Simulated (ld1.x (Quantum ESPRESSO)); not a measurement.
# Pseudopotential generation for Ge: PAW, LDA (PW92)

Task: generate the file, and judge it by its errors in other configurations, its logarithmic derivatives, its ghosts and its cutoff.

The numbers are computed with ld1.x (Quantum ESPRESSO) 7.5 (LDA (PW92), scalar-relativistic, spin-unpolarised reference atom).

### 1 The design

Typed settings, in words:

| Property | Result |
| --- | --- |
| element | germanium (Ge, Z = 32) |
| type | PAW |
| frozen core | [Ar] |
| valence charge | 14 |
| reference configuration | 3d10 4s2 4p2 |
| partial waves | 4s (bound): rcut 1.55, rcutus 1.90 bohr; 4s channel at -0.55 Ry: rcut 1.55, rcutus 1.90 bohr; 4p (bound): rcut 2.30, rcutus 2.50 bohr; 4p channel at 0.9 Ry: rcut 2.30, rcutus 2.50 bohr; 3d (bound): rcut 0.55, rcutus 0.60 bohr; 3d channel at -0.5 Ry: rcut 0.55, rcutus 0.60 bohr |
| local potential | all-electron potential smoothed inside 0.50 bohr (lloc = -2) |
| core correction | not asked for |
| augmentation charge | BESSEL, radius 0.60 bohr |

An earlier all-electron run gives the scale for the radii.

All-electron outer shells of the reference configuration (LDA (PW92), scalar-relativistic, ld1.x):

```csv
shell,level (eV),outermost node (bohr),outermost maximum (bohr)
3s,-167.74,0.26,0.54
3p,-115.39,0.23,0.54
3d,-29.56,–,0.50
4s,-11.95,0.77,1.73
4p,-4.05,0.82,2.19
```

### 2 Generating the potential

Ge.in reads:

```
 &input
   title='Ge', zed=32., rel=1, dft='PW', iswitch=3,
   config='[Ar] 3d10 4s2 4p2',
   nld=3, rlderiv=2.70, eminld=-4.0, emaxld=5.0, deld=0.02
 /
 &inputp
   pseudotype=3, lpaw=.true., tm=.true., lloc=-2, rcloc=0.50,
   nlcc=.false.,
   which_augfun='BESSEL', rmatch_augfun=0.60,
   file_pseudopw='Ge.UPF', file_wfcaegen='ae.wfc', file_wfcncgen='nc.wfc', file_beta='beta', file_chi='chi', file_wfcusgen='us.wfc'
 /
6
4S  1  0   2.00   0.00  1.55  1.90  0.0
4S  1  0   0.00  -0.55  1.55  1.90  0.0
4P  2  1   2.00   0.00  2.30  2.50  0.0
4P  2  1   0.00   0.90  2.30  2.50  0.0
3D  3  2  10.00   0.00  0.55  0.60  0.0
3D  3  2   0.00  -0.50  0.55  0.60  0.0
 &test
   configts(1)='3d10 4s2 4p2'
 /
```

Launch:

```console
ld1.x < Ge.in > Ge.out
```

The output, Ge.out (without the banner and most projector matrices):

```text
     Program LD1 v.7.5
     --------------------------- All-electron run ----------------------------

     Ge
     scalar relativistic calculation

     atomic number is 32.00
     dft =PW   lsd =0 sic =0 latt =0  beta=0.20 tr2=1.0E-14
     Exchange-correlation= PW
                           (   1   4   0   0   0   0   0)
     mesh =1207 r(mesh) = 100.41023 a.u. xmin = -7.00 dx = 0.01250
     1 Ry =  13.60569312 eV, c = 137.03599908

     n l     nl                  e(Ry)          e(Ha)          e(eV)
     1 0     1S 1( 2.00)      -804.1600      -402.0800    -10941.1542
     2 0     2S 1( 2.00)      -100.6525       -50.3263     -1369.4476
     2 1     2P 1( 6.00)       -88.0554       -44.0277     -1198.0551
     3 0     3S 1( 2.00)       -12.3286        -6.1643      -167.7390
     3 1     3P 1( 6.00)        -8.4807        -4.2403      -115.3856
     3 2     3D 1(10.00)        -2.1726        -1.0863       -29.5594
     4 0     4S 1( 2.00)        -0.8780        -0.4390       -11.9457
     4 1     4P 1( 2.00)        -0.2974        -0.1487        -4.0467

     final scf error:  4.4E-15 reached in  30 iterations

     Etot =   -4191.798606 Ry,   -2095.899303 Ha,  -57032.325467 eV

     Ekin =    4266.105442 Ry,    2133.052721 Ha,   58043.321479 eV
     Encl =  -10108.759696 Ry,   -5054.379848 Ha, -137536.682276 eV
     Eh   =    1803.887856 Ry,     901.943928 Ha,   24543.144598 eV
     Exc  =    -153.032209 Ry,     -76.516104 Ha,   -2082.109269 eV

     normalization and overlap integrals

     s(1S/1S) =  1.000000  <r> =   0.0471  <r2> =    0.0030  r(max) =   0.0309
     s(2S/2S) =  1.000000  <r> =   0.2104  <r2> =    0.0522  r(max) =   0.1754
     s(2P/2P) =  1.000000  <r> =   0.1839  <r2> =    0.0414  r(max) =   0.1418
     s(3S/3S) =  1.000000  <r> =   0.6254  <r2> =    0.4515  r(max) =   0.5402
     s(3P/3P) =  1.000000  <r> =   0.6478  <r2> =    0.4946  r(max) =   0.5402
     s(3D/3D) =  1.000000  <r> =   0.7371  <r2> =    0.6984  r(max) =   0.5012
     s(4S/4S) =  1.000000  <r> =   2.1062  <r2> =    5.1381  r(max) =   1.7277
     s(4P/4P) =  1.000000  <r> =   2.8795  <r2> =    9.9101  r(max) =   2.1908

     ------------------------ End of All-electron run ------------------------

     --------------------- Generating PAW atomic setup --------------------

      Generating local potential from pseudized AE potential:
      Matching radius rcloc =   0.5000
      Enforcing V''(0)=0 (lloc=-2)

      Local pseudo, rcloc= 0.501 Estimated cut-off energy=   120.49 Ry

      Computing core charge for PAW:

       r > 0.29 : true rho core
       r < 0.29 : rho core = a sin(br)/r    a=  84.21  b=   8.37

      Integrated core pseudo-charge :  11.53
      Wfc-us  4S rcutus= 1.886  Estimated cut-off energy=    12.85 Ry
      Wfc-us  4S rcutus= 1.886  Estimated cut-off energy=    13.41 Ry
      Wfc-us  4P rcutus= 2.482  Estimated cut-off energy=    12.36 Ry
      Wfc-us  4P rcutus= 2.482  Estimated cut-off energy=    16.46 Ry
      Wfc-us  3D rcutus= 0.597  Estimated cut-off energy=   314.73 Ry
      Wfc-us  3D rcutus= 0.597  Estimated cut-off energy=   319.30 Ry

     Required augmentation: BESSEL   radius:    0.600000
     Suggested rho cutoff for augmentation: 271.64 Ry

     Estimated PAW energy = -309.389746 Ryd

     The PAW screened D coefficients
     3.27319     2.56019     0.00000     0.00000     0.00000     0.00000
     2.56019     2.00291     0.00000     0.00000     0.00000     0.00000
     0.00000     0.00000     0.60626     0.63409     0.00000     0.00000
     0.00000     0.00000     0.63409     0.67583     0.00000     0.00000
     0.00000     0.00000     0.00000     0.00000    -3.52013    -2.70455
     0.00000     0.00000     0.00000     0.00000    -2.70455    -2.07511

     The PAW descreened D coefficients (US)
    -7.47471    -5.82134     0.00000     0.00000     0.00000     0.00000
    -5.82134    -4.53401     0.00000     0.00000     0.00000     0.00000
     0.00000     0.00000    -3.73002    -3.56751     0.00000     0.00000
     0.00000     0.00000    -3.56751    -3.47923     0.00000     0.00000
     0.00000     0.00000     0.00000     0.00000     0.13209     0.18948
     0.00000     0.00000     0.00000     0.00000     0.18948     0.22788

     ------------------- End of pseudopotential generation -------------------

     [... the all-electron block is printed once more ...]


     Computing logarithmic derivative in   2.69267
     Computing logarithmic derivative in   2.69267
     Computing the partial wave expansion
     R is outside the sphere for l=    0 j= 0.00
     R is outside the sphere for l=    0 j= 0.00
     R is outside the sphere for l=    1 j= 0.00
     R is outside the sphere for l=    1 j= 0.00
     R is outside the sphere for l=    2 j= 0.00
     R is outside the sphere for l=    2 j= 0.00

     ---------------------- Testing the pseudopotential ----------------------

     Ge
     scalar relativistic calculation

     atomic number is 32.00   valence charge is 14.00
     dft = SLA  PW   NOGX NOGC   lsd =0 sic =0 latt =0  beta=0.20 tr2=1.0E-14
     mesh =1207 r(mesh) = 100.41023 xmin = -7.00 dx = 0.01250

     n l     nl             e AE (Ry)        e PS (Ry)    De AE-PS (Ry)
     3 2     3D   1(10.00)       -2.17258       -2.17257       -0.00000
     1 0     4S   1( 2.00)       -0.87799       -0.87800        0.00001
     2 1     4P   1( 2.00)       -0.29743       -0.29743        0.00000

     eps = 9.1E-15  iter =  6

     Etot =   -4191.798606 Ry,   -2095.899303 Ha,  -57032.325467 eV
     Etotps =  -309.389179 Ry,    -154.694590 Ha,   -4209.454230 eV

     Ekin =     314.906182 Ry,     157.453091 Ha,    4284.516875 eV
     Encl =    -642.050714 Ry,    -321.025357 Ha,   -8735.544990 eV
     Ehrt =     170.787417 Ry,      85.393708 Ha,    2323.681179 eV
     Ecxc =    -153.032063 Ry,     -76.516032 Ha,   -2082.107294 eV

     ---------------------- End of pseudopotential test ----------------------
```

Run time: 1.6 s. Hardware: 1 thread of Neoverse-V1, shared host. This counts the later configuration tests of the new file too.

All-electron and pseudo partial waves u(r) = r·R(r), from the program's wave files:

```csv
r (bohr),3d AE,3d PS
0.125,0.2605,0.0959
0.250,0.7631,0.5358
0.375,1.0678,1.0095
0.500,1.1504,1.1537
0.625,1.1015,1.1015
0.750,0.9948,0.9948
0.875,0.8706,0.8706
1.000,0.7483,0.7483
1.125,0.6361,0.6361
1.250,0.5369,0.5369
1.375,0.4510,0.4510
1.500,0.3777,0.3777
1.625,0.3156,0.3156
1.750,0.2634,0.2634
1.875,0.2195,0.2195
2.000,0.1828,0.1828
2.125,0.1521,0.1521
2.250,0.1265,0.1265
2.375,0.1052,0.1052
2.500,0.0875,0.0875
2.625,0.0727,0.0727
2.750,0.0604,0.0604
2.875,0.0502,0.0502
3.000,0.0417,0.0417
3.125,0.0347,0.0347
3.250,0.0288,0.0288
```

### 3 Configuration tests

Ge.test.in reads:

```
 &input
   title='Ge', zed=32., rel=1, dft='PW', iswitch=2,
   config='[Ar] 3d10 4s2 4p2'
 /
 &test
   file_pseudo='Ge.UPF', nconf=10,
   configts(1)='3d10 4s2 4p2',
   configts(2)='3d10 4s2 4p1',
   configts(3)='3d10 4s2 4p0',
   configts(4)='3d10 4s1 4p0',
   configts(5)='3d9 4s2 4p2',
   configts(6)='3d10 4s0 4p0',
   configts(7)='3d10 4s1 4p3',
   configts(8)='3d10 4s2 4p1.5',
   configts(9)='3d10 4s2 4p2', lsdts(9)=1,
   configts(10)='3d10 4s2 4p1', lsdts(10)=1
 /
```

Launch:

```console
ld1.x < Ge.test.in > Ge.test.out
```

Ge.test.out, the pseudopotential blocks, each with the warnings that came before it:

```text
     ---------------------- Testing the pseudopotential ----------------------

     Ge
     scalar relativistic calculation

     atomic number is 32.00   valence charge is 14.00
     dft =SLA  PW   NOGX NOGC   lsd =0 sic =0 latt =0  beta=0.20 tr2=1.0E-14
     mesh =1207 r(mesh) = 100.41023 xmin = -7.00 dx = 0.01250

     n l     nl             e AE (Ry)        e PS (Ry)    De AE-PS (Ry)
     3 2     3D   1(10.00)       -2.17258       -2.17257       -0.00000
     1 0     4S   1( 2.00)       -0.87799       -0.87800        0.00001
     2 1     4P   1( 2.00)       -0.29743       -0.29743        0.00000

     eps = 9.1E-15  iter =  6

     Etot =   -4191.798606 Ry,   -2095.899303 Ha,  -57032.325467 eV
     Etotps =  -309.389179 Ry,    -154.694590 Ha,   -4209.454230 eV

     Ekin =     314.906182 Ry,     157.453091 Ha,    4284.516875 eV
     Encl =    -642.050714 Ry,    -321.025357 Ha,   -8735.544990 eV
     Ehrt =     170.787417 Ry,      85.393708 Ha,    2323.681179 eV
     Ecxc =    -153.032063 Ry,     -76.516032 Ha,   -2082.107294 eV

     ---------------------- End of pseudopotential test ----------------------

     ---------------------- Testing the pseudopotential ----------------------

     Ge
     scalar relativistic calculation

     atomic number is 32.00   valence charge is 14.00
     dft =SLA  PW   NOGX NOGC   lsd =0 sic =0 latt =0  beta=0.20 tr2=1.0E-14
     mesh =1207 r(mesh) = 100.41023 xmin = -7.00 dx = 0.01250

     n l     nl             e AE (Ry)        e PS (Ry)    De AE-PS (Ry)
     3 2     3D   1(10.00)       -2.83827       -2.85527        0.01700  !
     1 0     4S   1( 2.00)       -1.48042       -1.47125       -0.00917  !
     2 1     4P   1( 1.00)       -0.84292       -0.83093       -0.01199  !

     eps = 4.8E-15  iter = 31

     Etot =   -4191.237781 Ry,   -2095.618890 Ha,  -57024.695050 eV
     Etotps =  -308.831864 Ry,    -154.415932 Ha,   -4201.871570 eV
     dEtot_ae =       0.560825 Ry
     dEtot_ps =       0.557315 Ry,   Delta E=       0.003510 Ry

     Ekin =     313.535037 Ry,     156.767519 Ha,    4265.861500 eV
     Encl =    -631.511986 Ry,    -315.755993 Ha,   -8592.158290 eV
     Ehrt =     161.774270 Ry,      80.887135 Ha,    2201.051072 eV
     Ecxc =    -152.629185 Ry,     -76.314592 Ha,   -2076.625852 eV

     ---------------------- End of pseudopotential test ----------------------

     ---------------------- Testing the pseudopotential ----------------------

     Ge
     scalar relativistic calculation

     atomic number is 32.00   valence charge is 14.00
     dft =SLA  PW   NOGX NOGC   lsd =0 sic =0 latt =0  beta=0.20 tr2=1.0E-14
     mesh =1207 r(mesh) = 100.41023 xmin = -7.00 dx = 0.01250

     n l     nl             e AE (Ry)        e PS (Ry)    De AE-PS (Ry)
     3 2     3D   1(10.00)       -3.64177       -3.67340        0.03163  !
     1 0     4S   1( 2.00)       -2.17788       -2.12726       -0.05062  !
     2 1     4P   1( 0.00)       -1.47859       -1.41295       -0.06564  !

     eps = 8.4E-15  iter = 34

     Etot =   -4190.083132 Ry,   -2095.041566 Ha,  -57008.985260 eV
     Etotps =  -307.709443 Ry,    -153.854722 Ha,   -4186.600253 eV
     dEtot_ae =       1.715474 Ry
     dEtot_ps =       1.679736 Ry,   Delta E=       0.035737 Ry

     Ekin =     310.528026 Ry,     155.264013 Ha,    4224.949021 eV
     Encl =    -617.699000 Ry,    -308.849500 Ha,   -8404.223033 eV
     Ehrt =     151.691677 Ry,      75.845839 Ha,    2063.870410 eV
     Ecxc =    -152.230146 Ry,     -76.115073 Ha,   -2071.196651 eV

     ---------------------- End of pseudopotential test ----------------------

     Warning: n=1, l=0 expected 0 nodes, found 1
     ---------------------- Testing the pseudopotential ----------------------

     Ge
     scalar relativistic calculation

     atomic number is 32.00   valence charge is 14.00
     dft =SLA  PW   NOGX NOGC   lsd =0 sic =0 latt =0  beta=0.20 tr2=1.0E-14
     mesh =1207 r(mesh) = 100.41023 xmin = -7.00 dx = 0.01250

     n l     nl             e AE (Ry)        e PS (Ry)    De AE-PS (Ry)
     3 2     3D   1(10.00)       -4.66587       -4.69220        0.02633  !
     1 0     4S   1( 1.00)       -3.00586       -2.88194       -0.12392  !
     2 1     4P   1( 0.00)       -2.23564       -2.06697       -0.16868  !

     eps = 3.7E-15  iter = 40

     Etot =   -4187.494877 Ry,   -2093.747438 Ha,  -56973.770244 eV
     Etotps =  -305.202827 Ry,    -152.601413 Ha,   -4152.495999 eV
     dEtot_ae =       4.303730 Ry
     dEtot_ps =       4.186353 Ry,   Delta E=       0.117377 Ry

     Ekin =     306.200467 Ry,     153.100233 Ha,    4166.069588 eV
     Encl =    -599.688258 Ry,    -299.844129 Ha,   -8159.174403 eV
     Ehrt =     140.029301 Ry,      70.014650 Ha,    1905.195695 eV
     Ecxc =    -151.744337 Ry,     -75.872168 Ha,   -2064.586879 eV

     ---------------------- End of pseudopotential test ----------------------
```

6 tests gave no usable energy difference (3d9 4s2 4p2; 3d10 4s0 4p0; 3d10 4s1 4p3; 3d10 4s2 4p1.5); the test run stopped with "negative rho".

Excitation and ionisation energies from 3d10 4s2 4p2, with the error of the potential. A star marks tests that logged a warning.

```csv
valence configuration,charge,ΔE all-electron (eV),error AE − PS (meV)
3d10 4s2 4p1,+1,7.630,+48
3d10 4s2 4p0,+2,23.340,+486
3d10 4s1 4p0 *,+3,58.555,+1597
```

### 4 Logarithmic derivatives

Taken from the files of the generation run. The phase is arctan(r·u′/u) with u = r·R, unwrapped, with energies in Ry. A pole is an energy at which the radial function vanishes at the test radius. The pseudo phase is shifted by a multiple of π to meet the all-electron one at the reference energy. Levels narrower than the energy grid can be missing from the poles. Left out: s, where the overlap operator is not positive , so their phases aren't trusted. The last column is the largest difference on the grid between −1 and +1 Ry.

| channel | radius (bohr) | reference (Ry) | poles AE | poles PS | window around the reference with phases within 0.05 rad (Ry) | largest difference near zero (rad) |
| --- | --- | --- | --- | --- | --- | --- |
| p | 2.69 | -0.30 | 0.97 | 0.97 | below 3.5 | 0.000 |
| d | 2.69 | -2.17 | -2.16, 2.89 | -2.16, 2.89 | the whole range | 0.000 |

Phases (rad) along the scan:

```csv
E (Ry),d AE,d PS,p AE,p PS
-4.00,1.387,1.387,1.369,1.369
-3.52,1.374,1.374,1.352,1.352
-3.04,1.358,1.358,1.331,1.330
-2.56,1.332,1.332,1.301,1.301
-2.08,-1.755,-1.755,1.257,1.257
-1.60,-1.832,-1.832,1.184,1.184
-1.12,-1.878,-1.878,1.031,1.030
-0.64,-1.942,-1.942,0.536,0.536
-0.16,-2.055,-2.055,-0.838,-0.838
0.32,-2.308,-2.308,-1.365,-1.365
0.80,-3.061,-3.061,-1.534,-1.534
1.28,-4.076,-4.076,-1.625,-1.626
1.76,-4.449,-4.449,-1.697,-1.697
2.24,-4.601,-4.601,-1.772,-1.773
2.72,-4.688,-4.688,-1.874,-1.878
3.20,-4.751,-4.752,-2.064,-2.079
3.68,-4.808,-4.809,-2.573,-2.658
4.16,-4.871,-4.872,-3.694,-3.825
4.64,-4.959,-4.960,-4.252,-4.313
```

### 5 Plane-wave convergence, by spherical Bessel functions

A separate test, outside the generator: the pseudo-atom's Hamiltonian at the reference potential is diagonalised in spherical Bessel functions j_l(qr) that vanish at 20 bohr, with q² up to the cutoff.

No cutoffs are read. The overlap operator is not positive in s (lowest eigenvalue -0.152), so the test is not defined there. Ghost test: ghost state, bound below the all-electron valence or empty levels of the same l: p at -350.4 eV (s not tested).

### 6 Outcome

| quantity | value |
| --- | --- |
| cutoffs | not determined |
| bound ghosts | p at -350.38 eV |
| largest test error (AE − PS) | +1597 meV, for 3d10 4s1 4p0 (this test logged a warning) (6 tests unsolved) |
| largest phase difference near zero energy, channels read | 0.000 rad |
| lowest eigenvalue of the overlap (Bessel basis) | -0.152 (s) |

It has a bound ghost (p), a state that the atom doesn't have, and that rules the file out. The overlap operator is not positive definite in s, so a plane-wave run would break down once the basis is large enough. The worst unpolarised test, 3d10 4s1 4p0, is off by 1597 meV on 58.6 eV; by total energies transferability rates as poor. That test lies far up in energy; among those under 40 eV, nearer to bonding, the largest error is 486 meV. The test run broke off, so later configurations gave nothing; the verdict rests on few tests. No cutoffs are read. Near zero energy the phases of the channels with partial waves that could be evaluated agree within 0.001 rad. These are tests on the free atom; a crystal test is still owed.
